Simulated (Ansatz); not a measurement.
Runs of Ansatz 0.2.0 on BeAl3. Symmetry: I4/mmm, No. 139, tetragonal system. Conventional cell: a = 3.884 Å, b = 3.884 Å, c = 7.704 Å, α = 90.00°, β = 90.00°, γ = 90.00°. Al (site symmetry 4/mmm) is surrounded by 8 Al at 2.74 Å and 4 Be at 2.75 Å. Around Al (site symmetry -4m2) lie 8 Al at 2.74 to 2.75 Å and 4 Be at 2.74 Å. Be (site symmetry 4/mmm) has 12 Al at 2.74 to 2.75 Å as nearest neighbours. The cell comes from a database or a generator and needn't be the stable form of this composition.

```tsv
level	cutoff (eV)	gap on the mesh (eV)	pressure (GPa)
r2SCAN	500	none	-1.5
PBEsol	420	none	(b)
LDA	420	none	-3.2
BLYP	420	none	3.1
revPBE	420	none	(a)
```

Alike in all rows: task band structure; potentials or basis Ansatz PAW; no spin polarisation; cell as given; k mesh 6 × 6 × 6; smearing fermi-dirac 0.05 eV; the mesh is coarse, so values aren't converged.

Fill in the values left out.

(a) 2.0; (b) -0.9.

Caveats: all runs use coarse meshes; the PAW data sets come from PBE, with cores solved anew for the run's functional, which leaves a small shift of forces and pressure.

A gap of «none» marks a metal or a gap under the smearing width.

Runs at the PBE level aren't shown here.
